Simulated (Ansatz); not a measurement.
# SnGe2Te3: the cost of one run

Method: DFT PBE, scalar-relativistic, plane waves, PAW, in Ansatz 0.2.0.

1 further run of the same task is left out (set aside as unsound or not needed). Runs told in other sessions of the task aren't counted.

## Step 1: The system as given

Symmetry: P3m1, No. 156, trigonal system. The conventional cell has a = 4.318 Å, b = 4.318 Å, c = 11.053 Å, α = 90.00°, β = 90.00°, γ = 120.00°. Sn (site symmetry 3m) has 6 Te at 3.03 to 3.40 Å in its first shell of neighbours. Ge (site symmetry 3m) is surrounded by 6 Te at 2.89 to 3.23 Å. Ge (site symmetry 3m) has 6 Te at 2.89 to 3.22 Å in its first shell of neighbours. Te (site symmetry 3m) is surrounded by 3 Sn at 3.03 Å and 3 Ge at 3.22 Å. Around Te (site symmetry 3m) lie 3 Ge at 2.89 Å and 3 Sn at 3.40 Å. Around Te (site symmetry 3m) lie 6 Ge at 2.89 to 3.23 Å.

As a file:

```cif
data_structure
_symmetry_space_group_name_H-M 'P3m1'
_symmetry_Int_Tables_number 156
_cell_length_a 4.3182
_cell_length_b 4.3182
_cell_length_c 11.0526
_cell_angle_alpha 90.000
_cell_angle_beta 90.000
_cell_angle_gamma 120.000
_cell_volume 178.49
loop_
_atom_site_label
_atom_site_type_symbol
_atom_site_symmetry_multiplicity
_atom_site_Wyckoff_symbol
_atom_site_fract_x
_atom_site_fract_y
_atom_site_fract_z
_atom_site_occupancy
Sn1 Sn 1 b 0.33333 0.66667 0.33644 1
Ge1 Ge 1 a 0.00000 0.00000 0.99519 1
Ge2 Ge 1 c 0.66667 0.33333 0.67699 1
Te1 Te 1 a 0.00000 0.00000 0.49214 1
Te2 Te 1 c 0.66667 0.33333 0.12715 1
Te3 Te 1 b 0.33333 0.66667 0.80910 1
```

The cell was relaxed beforehand at this level, from a generated guess; it is a trial structure. At a tolerance of 0.02 Å it has space group P3m1 (No. 156); it has 29.75 Å³/atom, an uncorrected energy of -0.15 eV/atom over the elements.

## Step 2: Static run: bands, density of states and charges

Input file input.yaml:

```yaml
crystal:
  lattice:
    - [4.318237093, -2.89e-08, 0.0]
    - [-2.1591185215, 3.7397030366, 0.0]
    - [0.0, 0.0, 11.0526297616]
  atoms:
    - { symbol: Sn, position: [0.3333333333, 0.6666666667, 0.3364373126] }
    - { symbol: Ge, position: [0.0, 0.0, 0.9951894268] }
    - { symbol: Ge, position: [0.6666666667, 0.3333333333, 0.6769904007] }
    - { symbol: Te, position: [0.0, 0.0, 0.492137846] }
    - { symbol: Te, position: [0.6666666667, 0.3333333333, 0.1271450907] }
    - { symbol: Te, position: [0.3333333333, 0.6666666667, 0.8090999232] }
basis:
  ecutwfc: 420
kpoints:
  mp_grid: { grid: [12, 12, 4] }
  band_path:
    path:
      - [[0.0, 0.0, 0.0], [0.5, 0.0, 0.0], [0.33333333, 0.33333333, 0.0], [0.0, 0.0, 0.0], [0.0, 0.0, 0.5], [0.5, 0.0, 0.5], [0.33333333, 0.33333333, 0.5], [0.0, 0.0, 0.5]]
      - [[0.5, 0.0, 0.5], [0.5, 0.0, 0.0]]
      - [[0.33333333, 0.33333333, 0.5], [0.33333333, 0.33333333, 0.0]]
    npoints: 14
hamiltonian:
  xc: pbe
scf:
  occupations: { method: gaussian, width: 0.02 }
  n_extra_bands: 15
output:
  forces: true
  stress: true
  eigenvalues: true
  populations: true
  dos: { projected: true, de: 0.02, nscf_kmesh: { grid: [18, 18, 6] } }
  bader: true
  write_density: true
  write_potential: true
  elf: true
  volumetric_format: npy
```

Started as:

```console
> ansatz run input.yaml --threads 4 --pin off --max-ram 8192MiB --backend cpu --events-out ev --progress --plain --runs-dir out
```

Q: Estimate wall time and peak memory on 4 threads of Arm Neoverse V2, shared host.

About 98 s, with a peak of 1.5 GiB.
